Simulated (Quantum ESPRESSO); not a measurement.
A run of Quantum ESPRESSO 7.5 is set up as follows.

pw.in

```
&CONTROL
  calculation = 'scf'
  prefix = 'pwscf'
  outdir = './tmp'
  pseudo_dir = './pseudo'
  tprnfor = .true.
  tstress = .true.
  disk_io = 'low'
/
&SYSTEM
  ibrav = 0
  celldm(1) = 8
  nat = 6
  ntyp = 4
  ecutwfc = 45
  ecutrho = 360
  nbnd = 41
  occupations = 'smearing'
  smearing = 'gaussian'
  degauss = 0.00367493
  nspin = 2
  starting_magnetization(1) = 0.25
  starting_magnetization(2) = 0
  starting_magnetization(3) = -0.25
  starting_magnetization(4) = -0
/
&ELECTRONS
  conv_thr = 2.4d-07
  electron_maxstep = 100
  mixing_beta = 0.7
  mixing_ndim = 20
/
ATOMIC_SPECIES
Pt1  195.0840 pt_pbe_v1.4.uspp.F.UPF
S1    32.0600 s_pbe_v1.4.uspp.F.UPF
Pt2  195.0840 pt_pbe_v1.4.uspp.F.UPF
S2    32.0600 s_pbe_v1.4.uspp.F.UPF
CELL_PARAMETERS alat
  0.8369595919375   0.0000000000000   0.0000000000000
 -0.4184797959688   0.7248282680115   0.0000000000000
  0.0000000000000   0.0000000000000   2.3804880417099
ATOMIC_POSITIONS crystal
Pt1    0.0000000000    0.0000000000    0.0000000000
S1     0.3333333333    0.6666666667    0.1250000000
S1     0.6666666667    0.3333333333    0.3750000000
Pt2    0.0000000000    0.0000000000    0.5000000000
S2     0.3333333333    0.6666666667    0.6250000000
S2     0.6666666667    0.3333333333    0.8750000000
K_POINTS automatic
5 5 2 0 0 0
HUBBARD {ortho-atomic}
U Pt1-5d 2.0
U Pt2-5d 2.0
```

File pp_density.in:

```
&INPUTPP
  prefix = 'pwscf'
  outdir = './tmp'
  filplot = 'density.dat'
  plot_num = 0
/
&PLOT
  nfile = 1
  filepp(1) = 'density.dat'
  iflag = 3
  output_format = 6
  fileout = 'density.cube'
/
```

File pp_potential.in:

```
&INPUTPP
  prefix = 'pwscf'
  outdir = './tmp'
  filplot = 'potential.dat'
  plot_num = 11
/
&PLOT
  nfile = 1
  filepp(1) = 'potential.dat'
  iflag = 3
  output_format = 6
  fileout = 'potential.cube'
/
```

The input pp_spin.in:

```
&INPUTPP
  prefix = 'pwscf'
  outdir = './tmp'
  filplot = 'spin.dat'
  plot_num = 6
/
&PLOT
  nfile = 1
  filepp(1) = 'spin.dat'
  iflag = 3
  output_format = 6
  fileout = 'spin.cube'
/
```

Potentials or basis: GBRV 1.5 PBE.

Launch:

```bash
$ OMP_NUM_THREADS=1 mpirun -n 2 pw.x -nk 2 -in pw.in > pw.out
$ OMP_NUM_THREADS=1 mpirun -n 1 pp.x -in pp_density.in > pp_density.out
$ OMP_NUM_THREADS=1 mpirun -n 1 pp.x -in pp_potential.in > pp_potential.out
$ OMP_NUM_THREADS=1 mpirun -n 1 pp.x -in pp_spin.in > pp_spin.out
```

(1) Estimate the largest force.

(2) What does it give for the net moment?

## Answers

(1) 0.301 eV/Å.

(2) 0.00 μB per cell.

Caveat: the k mesh is coarse; the cell's inner coordinates are idealised or old, which leaves forces on the atoms.
